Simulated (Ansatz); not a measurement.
# InH2(OH) (InH₃O): structure and electronic state

Aim: characterise InH2(OH) (InH₃O) as a singlet: its structure, frontier levels and distribution of charge.

Computed with Ansatz 0.2.0, Gaussian basis. Level: RKS PBE0-D4/def2-TZVP.

Plan: relaxation at PBE-D4/def2-TZVP; a single point at PBE0-D4/def2-TZVP.

## 1. Where the work starts

5 atoms, charge 0, spin multiplicity 1.

Atoms are counted from 1 here; the program's logs count them from 0.

Bond lengths: In1–H2 1.685 Å, In1–H3 1.704 Å, In1–O4 1.926 Å, O4–H5 0.956 Å. Angles: H2–In1–H3 125.9°, H2–In1–O4 112.6°, H3–In1–O4 121.5°, In1–O4–H5 123.8°.

In takes a core potential in the def2 sets. No spin-orbit coupling is included.

The start is a GFN2-xTB geometry.

## 2. Optimising with PBE-D4/def2-TZVP

The input, in.yaml:

```yaml
crystal:
  periodic: [false, false, false]
  atoms:
    - {symbol: In, position_ang: [0.340170, 0.465720, -0.104120]}
    - {symbol: H, position_ang: [2.012910, 0.451630, -0.310070]}
    - {symbol: H, position_ang: [-0.660060, 1.845200, -0.135400]}
    - {symbol: O, position_ang: [-0.382610, -1.293370, 0.200710]}
    - {symbol: H, position_ang: [-1.310410, -1.469180, 0.348880]}
basis:
  gaussian: {orbitals: def2-TZVP}
hamiltonian: {xc: pbe, dispersion: d4}
scf: {omitted_lower_state_checks: [starts]}
output: {orbitals: {seedname: orbitals}}
relax: {f_tol: 0.02, max_steps: 100}
```

Run with:

```sh
ansatz run in.yaml --threads 4 --pin off --events-out ev --progress --plain --max-ram 3916MiB
```

Further steps of the session: Single point, PBE0-D4/def2-TZVP.

Q: Predict the results of all the runs planned. Wanted: point group; commonest bond, hydrogen aside; HOMO, LUMO at PBE0-D4/def2-TZVP; dipole at PBE-D4/def2-TZVP.

As calculated:

| quantity | value |
| --- | --- |
| point group | Cs |
| commonest bond, hydrogen aside | In–O, 1 of mean length 2.019 Å |
| HOMO, LUMO at PBE0-D4/def2-TZVP | -8.18, -1.52 eV |
| dipole at PBE-D4/def2-TZVP | 1.81 D |

**Reading.** The molecule keeps its bonding pattern by the stored test; the atoms moved 0.11 Å (rms), and the angle In1–O4–H5 went from 124° to 111°. No usable vibrations, so a minimum isn't proven. The HOMO lies nearest to O4 86 %; H5 9 % and the LUMO to In1 52 %; H2, H3 about 18 % each.
